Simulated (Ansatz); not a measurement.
# Cl2FHMoO2: small, medium and large basis sets

An exercise on one series of results from a longer session: the logs are not shown, and one member is left open.

Method: one geometry, several basis sets; program: Ansatz 0.2.0, Gaussian basis.

Plan: PBE0-D4/def2-SVP; ωB97M-V/def2-SVP; PBE0-D4/def2-QZVPP; ωB97M-V/def2-QZVPP; the functionals' def2-TZVPP values are taken from earlier runs.

1 further run of the same task is left out (for a known fault of the program). Runs told in other sessions of the task aren't counted.

## The geometry

All runs share one geometry, relaxed beforehand with PBE0-D4 in a triple-zeta def2 set. Mo takes the def2 core potential; no spin-orbit term is included.

SMILES `[O]=[Mo]([OH])([F])([Cl])[Cl]`, 7 atoms, charge 0, spin multiplicity 1.

Atoms are counted from 1 here; the program's logs count them from 0.

Bond lengths: O1–Mo2 1.641 Å, Mo2–O3 1.852 Å, Mo2–F4 1.854 Å, Mo2–Cl5 2.283 Å, Mo2–Cl6 2.293 Å, O3–H7 0.963 Å. Angles: O1–Mo2–O3 102.7°, O1–Mo2–F4 108.6°, O1–Mo2–Cl5 103.0°, O1–Mo2–Cl6 106.4°, O3–Mo2–F4 87.2°, O3–Mo2–Cl5 154.4°, O3–Mo2–Cl6 87.4°, F4–Mo2–Cl5 84.0°, F4–Mo2–Cl6 144.9°, Cl5–Mo2–Cl6 86.1°, Mo2–O3–H7 128.1°.

Geometry (Å):

```tsv
atom	x (Å)	y (Å)	z (Å)
O1	-1.87710	-0.18259	0.26800
Mo2	-0.31126	0.04914	-0.16432
O3	0.60712	-0.98804	1.06456
F4	0.14350	-1.21829	-1.43881
Cl5	-0.47786	1.44894	-1.96029
Cl6	0.41725	1.88548	0.99939
H7	1.55946	-1.06275	1.18568
```

The first run:

in.yaml

```yaml
crystal:
  periodic: [false, false, false]
  atoms:
    - {symbol: O, position_ang: [-1.877102, -0.182593, 0.268003]}
    - {symbol: Mo, position_ang: [-0.311264, 0.049144, -0.164320]}
    - {symbol: O, position_ang: [0.607117, -0.988037, 1.064558]}
    - {symbol: F, position_ang: [0.143505, -1.218293, -1.438814]}
    - {symbol: Cl, position_ang: [-0.477863, 1.448945, -1.960290]}
    - {symbol: Cl, position_ang: [0.417250, 1.885479, 0.999389]}
    - {symbol: H, position_ang: [1.559457, -1.062745, 1.185675]}
basis:
  gaussian: {orbitals: def2-SVP}
hamiltonian: {xc: pbe0, dispersion: d4}
output: {orbitals: {seedname: orbitals}}
```

On the command line:

```sh
> ansatz run in.yaml --threads 4 --pin off --events-out ev --progress --plain --max-ram 10444MiB
```

Steps of the session up to this table: PBE0-D4 in def2-SVP; ωB97M-V in def2-SVP; PBE0-D4 in def2-QZVPP; ωB97M-V in def2-QZVPP.

One of the session's tables, all rows but one given; the rest of the session is left out.

It belongs to the step «Density functionals: the series». 

| functional | basis | HOMO (eV) | LUMO (eV) |
| --- | --- | --- | --- |
| PBE0-D4 | def2-SVP | -8.91 | -4.75 |
| PBE0-D4 | def2-TZVPP | ? | ? |
| PBE0-D4 | def2-QZVPP | -8.93 | -4.70 |
| ωB97M-V | def2-SVP | -11.05 | -2.64 |
| ωB97M-V | def2-TZVPP | -11.11 | -2.64 |
| ωB97M-V | def2-QZVPP | -11.13 | -2.64 |

Estimate the missing values for PBE0-D4, def2-TZVPP.

**Answer.** HOMO (eV): -8.93; LUMO (eV): -4.71.
